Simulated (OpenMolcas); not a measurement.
# Two attempts at CH3FTe (SMILES FC[TeH])

Aim: a single-point energy of CH3FTe at SOS-MP2/def2-TZVPD (Cholesky decomposition, core potential, electric field 0.005 a.u., field axis z).

The results are computed with OpenMolcas 26.06.

6 further runs of the same task are left out: 6 set aside as unsound or not needed.

**1. The structure to begin with**

The species is CH3FTe (6 atoms), meant as a singlet with charge 0. SMILES: `FC[TeH]`. Geometry: a GFN2-xTB relaxation, a rough one for these elements and not checked as a minimum. This is one conformer, not always the lowest.

Bond lengths: F1–C2 1.364 Å, C2–Te3 2.184 Å, C2–H4 1.089 Å, C2–H5 1.088 Å, Te3–H6 1.643 Å. Angles: F1–C2–Te3 107.8°, F1–C2–H4 107.7°, F1–C2–H5 107.8°, Te3–C2–H4 111.2°, Te3–C2–H5 111.2°, C2–Te3–H6 90.7°, H4–C2–H5 110.9°.

**2. First attempt**

Contents of struct.xyz:

```xyz
6

F     -0.269320    -0.466030    -1.703490
C      0.078360    -0.415910    -0.385570
Te    -0.587880     1.505880     0.409820
H      1.160830    -0.512600    -0.324240
H     -0.414640    -1.243630     0.119330
H      0.032650     1.132300     1.884160
```

Contents of run.input:

```
* CH3FTe SOS-MP2

&GATEWAY
  BasLib = $CurrDir
  Coord = struct.xyz
  Basis = def2-TZVPD
  Group = NoSym

&SEWARD
  Low

&FFPT
  Dipole
  Z -0.005

&SCF
  PrOrbitals = 1 1

&MBPT2
  SOSMP2
  Frozen = 6
```

The basis set def2-TZVPD is read from a file made from the Basis Set Exchange's data (not shown).

Started as:

```console
$ export MOLCAS_MEM=2
$ pymolcas run.input > run.log
```

Log:

```text
--- Start Module: gateway ---

                                              &GATEWAY

                       available to each process: 2.0 MB of memory, 1 thread

---------------------------------------------------------------------------------------------
  Nr.	 Label		Type		Offset		Length	   Atime	  Address
---------------------------------------------------------------------------------------------
  1	FILETABL    	CHAR	-58923341157128	       26929           5	[0xaaaabaccc060]
  2	DBSC        	CHAR	    -238785368	     1456001          58	[0xe041d562c010]
---------------------------------------------------------------------------------------------
Maximal available memory for Molcas = 517070
 ?mma_allo_?D: error: out-of-memory
 label: Shells
  available (kB):          517
  required  (kB):          792

--- Stop Module: gateway /rc=-6 ---

.########################.
.# Non-zero return code #.
.########################.

    Timing: Wall=0.04 User=0.02 System=0.01
```

Run time: 0.22 s. Hardware: 1 thread of Arm Neoverse V2, shared host.

**3. Reading the log**

The job broke off with an error.

The log says `?mma_allo_?D: error: out-of-memory`. The fault: too little memory is allowed.

**4. Try two**

struct.xyz is that of step 2.

Contents of run.inp:

```
* CH3FTe SOS-MP2

&gateway
  baslib=$CurrDir
  coord=struct.xyz
  basis=def2-TZVPD
  group=NoSym

&seward
  low

&ffpt
  dipole
  Z -0.005

&scf
  iterations=50
  core
  prorbitals=1 1

&mbpt2
  sosmp2
  frozen=6
```

The basis set def2-TZVPD is read from a file made from the Basis Set Exchange's data (not shown).

Started as:

```console
$ export MOLCAS_MEM=1860
$ pymolcas run.inp > run.log
```

Log:

```text
--- Start Module: gateway ---
[...]
--- Stop Module: gateway /rc=_RC_ALL_IS_WELL_ ---
[...]
      Basis functions          163
[...]
--- Start Module: scf ---
[...]
       Convergence after  17 Iterations
[...]
::    Total SCF energy                               -406.0881457266
[...]
      Total spin, S                                     0.0000000000
[...]
      Total electronic charge=   42.000000
      Total            charge=   -0.000000
[...]
      Dipole Moment (debye):
      Origin of the operator (angstrom)=   -0.4866    1.1051    0.1094
                   X=  7.2340E-01               Y= -6.0453E-01               Z=  2.2005E+00           Total=  2.3940E+00
      Quadrupole Moment (debye*angstrom):
[...]
--- Stop Module: scf /rc=_RC_ALL_IS_WELL_ ---
[...]
--- Start Module: mbpt2 ---
[...]
WARNING!
Default frozen orbitals as non valence orbitals is overwritten by user input.
Default values:   2
[...]
::    Total MBPT2 energy                             -406.8779751266
[...]
--- Stop Module: mbpt2 /rc=_RC_ALL_IS_WELL_ ---
[...]
```

It took 20 s on 1 thread of Arm Neoverse V2, shared host.

**5. Results**

Level: SOS-MP2/def2-TZVPD (Cholesky decomposition, core potential, electric field 0.005 a.u., field axis z).

| quantity | value |
| --- | --- |
| total energy | -406.87798 Eh |
| dipole moment (mean-field density) | 2.39 D |
| HOMO–LUMO gap (Hartree–Fock orbitals) | 9.79 eV |
| correlation energy (6 core orbitals frozen) | -789.8 mEh |
